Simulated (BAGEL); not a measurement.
# HF/STO-3G (density fitting with qzvpp-jkfit) run of BGeH4Cl (SMILES Cl[BH][GeH3])

What is the vertical ionisation energy of BGeH4Cl at HF/STO-3G (density fitting with qzvpp-jkfit)? 

Program for the calculation: BAGEL 1.2.2.

1 further run of the same task is left out (it didn't finish). Runs told in other sessions of the task aren't counted.

**1. The system as given**

BGeH4Cl has 7 atoms, charge 0, and is taken as a singlet. SMILES: `Cl[BH][GeH3]`. Geometry: relaxed at PBE0-D4/def2-TZVP.

Bond lengths: Cl1–B2 1.738 Å, B2–Ge3 2.066 Å, B2–H4 1.193 Å, Ge3–H5 1.539 Å, Ge3–H6 1.539 Å, Ge3–H7 1.537 Å. Angles: Cl1–B2–Ge3 119.4°, Cl1–B2–H4 116.1°, Ge3–B2–H4 124.5°, B2–Ge3–H5 109.7°, B2–Ge3–H6 109.9°, B2–Ge3–H7 112.6°, H5–Ge3–H6 107.5°, H5–Ge3–H7 108.4°, H6–Ge3–H7 108.5°.

**2. A single-point energy at HF/STO-3G (density fitting with qzvpp-jkfit)**

Input file job.json:

```json
{ "bagel" : [

{
  "title" : "molecule",
  "basis" : "sto-3g",
  "df_basis" : "qzvpp-jkfit",
  "angstrom" : "true",
  "geometry" : [
    { "atom" : "Cl", "xyz" : [   -1.976000,   -1.523900,    0.066800 ] },
    { "atom" : "B", "xyz" : [   -0.280900,   -1.157900,    0.180500 ] },
    { "atom" : "Ge", "xyz" : [    0.359600,    0.783200,   -0.117500 ] },
    { "atom" : "H", "xyz" : [    0.439400,   -2.075400,    0.430000 ] },
    { "atom" : "H", "xyz" : [   -0.028000,    1.247000,   -1.533300 ] },
    { "atom" : "H", "xyz" : [   -0.333800,    1.724000,    0.884000 ] },
    { "atom" : "H", "xyz" : [    1.881000,    0.935000,    0.043800 ] }
  ]
},
{
  "title" : "hf",
  "charge" : 0
},
{
  "title" : "print",
  "file" : "orbitals.molden",
  "orbitals" : "true"
}

]}
```

Launch:

```console
BAGEL_NUM_THREADS=1 BAGEL job.json > job.out
```

What it wrote:

```text
* using 1 threads per process

  ===============================================================
  ===============================================================

  *** Geometry ***

  { "atom" : "Cl", "xyz" : [     -3.734099,     -2.879754,      0.126234 ] },
  { "atom" : "B", "xyz" : [     -0.530824,     -2.188114,      0.341096 ] },
  { "atom" : "Ge", "xyz" : [      0.679546,      1.480034,     -0.222043 ] },
  { "atom" : "H", "xyz" : [      0.830346,     -3.921938,      0.812582 ] },
  { "atom" : "H", "xyz" : [     -0.052912,      2.356488,     -2.897517 ] },
  { "atom" : "H", "xyz" : [     -0.630791,      3.257888,      1.670518 ] },
  { "atom" : "H", "xyz" : [      3.554575,      1.766894,      0.082770 ] },

  Number of auxiliary basis functions:      541

  Since a DF basis is specified, we compute 2- and 3-index integrals:
    o Being stored without compression. Storage requirement is 0.006 GB

  Number of basis functions:       36
  Number of electrons      :       58

    * METHOD: MOLECULE                             0.19

  *** RHF ***

  === Nuclear Repulsion ===
   209.5720830607

      * DIIS with orbital gradients will be used.

  === RHF iteration (sto-3g) ===
      0      -2533.01035141          0.00954635           0.03
      1      -2533.06528329          0.00245635           0.03
      2      -2533.06881653          0.00063388           0.03
      3      -2533.06915925          0.00005494           0.03
      4      -2533.06916192          0.00001519           0.03
      5      -2533.06916216          0.00000344           0.03
      6      -2533.06916218          0.00000045           0.03
      7      -2533.06916218          0.00000007           0.03
      8      -2533.06916218          0.00000001           0.03
    * SCF iteration converged.

    * Permanent dipole moment:
           (   -0.604146,    -0.170000,    -0.034239) a.u.

    * METHOD: HF                                   0.37

    * METHOD: PRINT                                0.00

  ===============================================================
```

Run time: 0.72 s. Hardware: 1 thread of Arm Neoverse V2, shared host.

**3. The doublet cation at the same level**

Input file job.json:

```json
{ "bagel": [

{
  "title": "molecule",
  "basis": "sto-3g",
  "df_basis": "qzvpp-jkfit",
  "angstrom": true,
  "geometry": [
    { "atom": "Cl", "xyz": [   -1.976000,   -1.523900,    0.066800 ] },
    { "atom": "B", "xyz": [   -0.280900,   -1.157900,    0.180500 ] },
    { "atom": "Ge", "xyz": [    0.359600,    0.783200,   -0.117500 ] },
    { "atom": "H", "xyz": [    0.439400,   -2.075400,    0.430000 ] },
    { "atom": "H", "xyz": [   -0.028000,    1.247000,   -1.533300 ] },
    { "atom": "H", "xyz": [   -0.333800,    1.724000,    0.884000 ] },
    { "atom": "H", "xyz": [    1.881000,    0.935000,    0.043800 ] }
  ]
},
{
  "title": "uhf",
  "charge": 1,
  "nopen": 1
},
{
  "title": "print",
  "file": "orbitals.molden",
  "orbitals": true
}

]}
```

Launch:

```console
BAGEL_NUM_THREADS=1 BAGEL job.json > job.out
```

What it wrote:

```text
* using 1 threads per process

  ===============================================================
  ===============================================================

  *** Geometry ***

  { "atom" : "Cl", "xyz" : [     -3.734099,     -2.879754,      0.126234 ] },
  { "atom" : "B", "xyz" : [     -0.530824,     -2.188114,      0.341096 ] },
  { "atom" : "Ge", "xyz" : [      0.679546,      1.480034,     -0.222043 ] },
  { "atom" : "H", "xyz" : [      0.830346,     -3.921938,      0.812582 ] },
  { "atom" : "H", "xyz" : [     -0.052912,      2.356488,     -2.897517 ] },
  { "atom" : "H", "xyz" : [     -0.630791,      3.257888,      1.670518 ] },
  { "atom" : "H", "xyz" : [      3.554575,      1.766894,      0.082770 ] },

  Number of auxiliary basis functions:      541

  Since a DF basis is specified, we compute 2- and 3-index integrals:
    o Being stored without compression. Storage requirement is 0.006 GB

  Number of basis functions:       36
  Number of electrons      :       58

    * METHOD: MOLECULE                             0.19

  *** Open-shell HF ***

  === Nuclear Repulsion ===
   209.5720830607

      * DIIS with orbital gradients will be used.

  === UHF iteration (sto-3g) ===
      0      -2532.62198922          0.02686408           0.06
      1      -2532.72096539          0.01385046           0.06
      2      -2532.73972624          0.00524474           0.06
      3      -2532.74356388          0.00103031           0.06
      4      -2532.74405007          0.00048688           0.06
      5      -2532.74424655          0.00029812           0.06
      6      -2532.74437390          0.00017085           0.06
      7      -2532.74442770          0.00008151           0.06
      8      -2532.74443665          0.00005722           0.06
      9      -2532.74444376          0.00001703           0.06
     10      -2532.74444420          0.00000961           0.06
     11      -2532.74444435          0.00000506           0.06
     12      -2532.74444439          0.00000265           0.06
     13      -2532.74444440          0.00000157           0.06
     14      -2532.74444441          0.00000075           0.06
     15      -2532.74444441          0.00000037           0.06
     16      -2532.74444441          0.00000011           0.06
     17      -2532.74444441          0.00000006           0.06
     18      -2532.74444441          0.00000004           0.06
     19      -2532.74444441          0.00000001           0.06
     20      -2532.74444441          0.00000001           0.06
    * SCF iteration converged.

    * S^2 (UHF) is 0.7544

    * Permanent dipole moment:
           (   -0.431578,     0.577337,    -0.155546) a.u.

    * METHOD: UHF                                  1.32

    * METHOD: PRINT                                0.00

  ===============================================================
```

It took 1.7 s on 1 thread of Arm Neoverse V2, shared host.

**4. Outcome**

At HF/STO-3G (density fitting with qzvpp-jkfit):

```
                                          quantity           value
                     singlet BGeH4Cl: total energy  -2533.06916 Eh
                    singlet BGeH4Cl: dipole moment          1.60 D
                      singlet BGeH4Cl: HOMO energy        -9.25 eV
                      singlet BGeH4Cl: LUMO energy         5.46 eV
                    singlet BGeH4Cl: HOMO–LUMO gap        14.70 eV
                      doublet cation: total energy  -2532.74444 Eh
                              doublet cation: ⟨S²⟩           0.754
vertical ionisation energy (to the doublet cation)        8.836 eV
```

**Reading.** The vertical ionisation energy comes to 8.84 eV (853 kJ/mol). The negative HOMO energy of the first species, 9.25 eV, lies 0.41 eV above that difference. In a minimal basis such a difference can be off by several eV, whatever the method.
